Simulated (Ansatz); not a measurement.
# CHBGe+ (doublet): the correlation ladder, cc-pVDZ

The task here is to estimate one member of a computed series from the others.

Program: Ansatz 0.2.0, Gaussian basis. Level of theory: cc-pVDZ, core rule «outside noble gas», up to 16 orbitals frozen. These are calculated values, not measurements.

To be run: UHF; CCSD(T) on ROHF; BCCD(T) on ROHF; CISD; CCSDT(Q) on ROHF; CCSDT(Q) on UHF; CASSCF and MRCISD+Q, 9 electrons in 9 orbitals; CASSCF and NEVPT4(SD), 9 electrons in 9 orbitals; CASSCF and NEVPT2, 9 electrons in 9 orbitals.

19 further runs of the same task are left out: 9 that didn't finish, 10 set aside as unsound or not needed.

### The geometry

The geometry is a PBE0/def2-TZVP stationary point (not a proven minimum) of the parent state, kept for this charge and spin. No spin-orbit coupling is included. The filled d shell of Ge may be among the frozen orbitals whatever the setting's name suggests; the logs give the count.

4 atoms, charge 1, spin multiplicity 2.

Atoms are counted from 1 here; the program's logs count them from 0.

Bond lengths: B1–Ge2 1.925 Å, B1–C3 1.361 Å, Ge2–C3 2.107 Å, C3–H4 1.076 Å. Angles: Ge2–B1–C3 77.7°, B1–Ge2–C3 39.1°, B1–C3–Ge2 63.2°, B1–C3–H4 171.1°, Ge2–C3–H4 125.7°.

The first run:

Contents of in.yaml:

```yaml
crystal:
  periodic: [false, false, false]
  atoms:
    - {symbol: B, position_ang: [0.000000, -0.922053, -1.185524]}
    - {symbol: Ge, position_ang: [0.000000, 0.057455, 0.472045]}
    - {symbol: C, position_ang: [0.000000, 0.370957, -1.611405]}
    - {symbol: H, position_ang: [0.000000, 1.328811, -2.101887]}
basis:
  gaussian: {orbitals: cc-pVDZ}
total_charge: 1
magnetization: {spin_polarized: true, initial_magnetization: 1}
hamiltonian: {xc: hf}
output: {orbitals: {seedname: orbitals}}
```

On the command line:

```console
ansatz run in.yaml --threads 1 --pin off --events-out ev --progress --plain --max-ram 2393MiB
```

Steps of the session up to this table: UHF; CCSD(T) on ROHF; BCCD(T) on ROHF; CISD; CCSDT(Q) on ROHF; CCSDT(Q) on UHF; CASSCF and MRCISD+Q, 9 electrons in 9 orbitals; CASSCF and NEVPT4(SD), 9 electrons in 9 orbitals; CASSCF and NEVPT2, 9 electrons in 9 orbitals.

One of the session's tables, all rows but one given; the rest of the session is left out.

| method | from RCCSDT(Q) (meV) |
| --- | --- |
| ROHF | +8440.9 |
| RMP2 | +1439.6 |
| RCCSD | +596.2 |
| RCCSD(T) | +94.7 |
| BCCD(T) | +82.4 |
| RCCSDT | +54.1 |
| RCCSDT(Q) | 0 |
| CASSCF frontier | +5537.1 |
| NEVPT2 frontier | +1097.4 |
| NEVPT4(SD) frontier | +132.8 |
| MRCISD frontier | +527.2 |
| MRCISD+Q frontier | ? |

Q: Estimate the row for MRCISD+Q frontier from the others.

The run gave: from RCCSDT(Q) (meV): +66.0. In the column «from RCCSDT(Q) (meV)» it lies between RCCSDT (+54.1) and BCCD(T) (+82.4).

Not comparable, so not listed: CISD; CCSDT(Q) on UHF (they don't share determinant, frozen orbitals or solution with the rows shown, or repeat one).
